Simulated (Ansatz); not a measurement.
# Palladium, dhcp under BLYP: structure, energy and stiffness

The plan for palladium in the dhcp structure: relax it, solve it on a dense k-mesh, then scale the cell to 7 volumes from 88 to 112 % of the relaxed one and try a fit of the equation of state. Spin polarisation is left out. The k-meshes are 13×13×4 for the relaxation; 17×17×5 for the dense run; 14×14×4 for the volumes.

Program: Ansatz 0.2.0. Level of theory: DFT BLYP, plane waves (420 eV) with PAW, scalar-relativistic; PAW files made under PBE, frozen cores solved again for the functional. These are calculated values, not measurements.

### 1 The system as given

It takes space group P6_3/mmc (No. 194, hexagonal). Conventional cell: a = 2.751 Å, b = 2.751 Å, c = 8.983 Å, α = 90.00°, β = 90.00°, γ = 120.00°. Pd (site symmetry -3m) has 12 Pd at 2.75 Å as nearest neighbours. Pd (site symmetry -6m2) is surrounded by 12 Pd at 2.75 Å.

As a file:

```cif
data_structure
_symmetry_space_group_name_H-M 'P6_3/mmc'
_symmetry_Int_Tables_number 194
_cell_length_a 2.7505
_cell_length_b 2.7505
_cell_length_c 8.9831
_cell_angle_alpha 90.000
_cell_angle_beta 90.000
_cell_angle_gamma 120.000
_cell_volume 58.85
loop_
_atom_site_label
_atom_site_type_symbol
_atom_site_symmetry_multiplicity
_atom_site_Wyckoff_symbol
_atom_site_fract_x
_atom_site_fract_y
_atom_site_fract_z
_atom_site_occupancy
Pd1 Pd 2 a 0.00000 0.00000 0.00000 1
Pd2 Pd 2 c 0.33333 0.66667 0.25000 1
```

### 2 Relaxation of the cell

The input, input.yaml:

```yaml
crystal:
  lattice:
    - [2.7505001182, 0.0, 0.0]
    - [-1.3752500591, 2.3820029755, 0.0]
    - [0.0, 0.0, 8.9831333861]
  atoms:
    - { symbol: Pd, position: [0.0, 0.0, 0.0] }
    - { symbol: Pd, position: [0.0, 0.0, 0.5] }
    - { symbol: Pd, position: [0.3333333333, 0.6666666667, 0.25] }
    - { symbol: Pd, position: [0.6666666667, 0.3333333333, 0.75] }
hamiltonian:
  xc: blyp
  pseudopotentials:
    kind: paw
    azcp:
      Pd: "pseudopotentials/Pd.paw.azcp"
basis:
  ecutwfc: 420
  fft_grid_basis: typed
kpoints:
  mp_grid: { grid: [13, 13, 4], shift: [0, 0, 0] }
magnetization:
  spin_polarized: false
scf:
  occupations: { method: fermi_dirac, width: 0.1 }
relax:
  max_steps: 60
  f_tol: 0.01
  cell: {}
```

After this run come: Single point on a dense mesh; Volume × 0.88; Volume × 0.92; Volume × 0.96; Volume × 1.0; Volume × 1.04; Volume × 1.08; Volume × 1.12.

Q: Predict the outcome of this session. Wanted: space group; conventional cell; volume; shortest distance; gap on the mesh; relative to fcc; V₀, B₀, B₀′.

**Answer**, as computed:

| quantity | value |
| --- | --- |
| space group (spins left aside) | P6_3/mmc (No. 194) |
| conventional cell | a = 2.841 Å, c = 9.387 Å (c/a = 3.304) |
| volume | 16.407 Å³/atom |
| shortest distance | 2.841 Å |
| gap on the mesh | none (levels filled in part) |
| relative to fcc | +13 meV/atom |
| V₀, B₀, B₀′ | 16.372 Å³/atom, 133 GPa, 5.6 |

What this shows: The relaxation enlarged the cell by 11.5 % in volume. Against the reference form of palladium (fcc, computed apart with the same settings) it stands 13 meV/atom higher. No gap shows: it is a metal or semimetal at this level. The fitted modulus is 133 GPa; letting shape and positions relax at each volume could only lower it. The symmetry was held, so the structure may be unstable against distortions that break it.
